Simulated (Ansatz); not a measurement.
# Hf2BCl6: the cost of one run

Method: DFT PBE, scalar-relativistic, plane waves, PAW, in Ansatz 0.2.0.

2 further runs of the same task are left out: 1 that didn't finish, 1 set aside as unsound or not needed.

### Step 1. Starting point

Symmetry: Fm-3m, No. 225, cubic system. Conventional cell: a = 7.930 Å, b = 7.930 Å, c = 7.930 Å, α = 90.00°, β = 90.00°, γ = 90.00°. Around Hf (site symmetry -43m) lie 12 Cl at 2.80 Å. B (site symmetry m-3m) has 6 Cl at 1.98 Å as nearest neighbours. Cl (site symmetry 4mm) is surrounded by 1 B at 1.98 Å and 4 Hf at 2.80 Å and 8 Cl at 2.80 Å.

Coordinates:

```cif
data_structure
_symmetry_space_group_name_H-M 'P 1'
_symmetry_Int_Tables_number 1
_cell_length_a 5.6072
_cell_length_b 5.6072
_cell_length_c 5.6072
_cell_angle_alpha 60.000
_cell_angle_beta 60.000
_cell_angle_gamma 60.000
_cell_volume 124.66
loop_
_atom_site_label
_atom_site_type_symbol
_atom_site_fract_x
_atom_site_fract_y
_atom_site_fract_z
_atom_site_occupancy
Hf1 Hf 0.25000 0.25000 0.25000 1
Hf2 Hf 0.75000 0.75000 0.75000 1
B1 B 0.00000 0.00000 0.00000 1
Cl1 Cl 0.75000 0.25000 0.25000 1
Cl2 Cl 0.25000 0.75000 0.75000 1
Cl3 Cl 0.25000 0.75000 0.25000 1
Cl4 Cl 0.75000 0.25000 0.75000 1
Cl5 Cl 0.25000 0.25000 0.75000 1
Cl6 Cl 0.75000 0.75000 0.25000 1
```

The cell is invented: ordered vacancies on the cation sites of perovskite (Fm-3m, No. 225). The dimensions are guesses.

### Step 2. A first look at the guess

File input.yaml:

```yaml
crystal:
  lattice:
    - [0.0, 3.96489792, 3.96489792]
    - [3.96489792, 0.0, 3.96489792]
    - [3.96489792, 3.96489792, 0.0]
  atoms:
    - { symbol: Hf, position: [0.25, 0.25, 0.25] }
    - { symbol: Hf, position: [0.75, 0.75, 0.75] }
    - { symbol: B, position: [0.0, 0.0, 0.0] }
    - { symbol: Cl, position: [0.75, 0.25, 0.25] }
    - { symbol: Cl, position: [0.25, 0.75, 0.75] }
    - { symbol: Cl, position: [0.25, 0.75, 0.25] }
    - { symbol: Cl, position: [0.75, 0.25, 0.75] }
    - { symbol: Cl, position: [0.25, 0.25, 0.75] }
    - { symbol: Cl, position: [0.75, 0.75, 0.25] }
basis:
  ecutwfc: 420
kpoints:
  mp_grid: { grid: [4, 4, 4] }
hamiltonian:
  xc: pbe
scf:
  occupations: { method: gaussian, width: 0.1 }
  lower_state_search: "off"
output:
  forces: true
  stress: true
  eigenvalues: true
```

Started as:

```
> ansatz run input.yaml --threads 1 --pin off --max-ram 2048MiB --backend cpu --events-out ev --progress --plain --runs-dir out
```

**Question.** How long does this run take on 1 thread of Arm Neoverse N1, shared host, and how much memory does it need?

About 8.7 s, with a peak of 0.4 GiB.
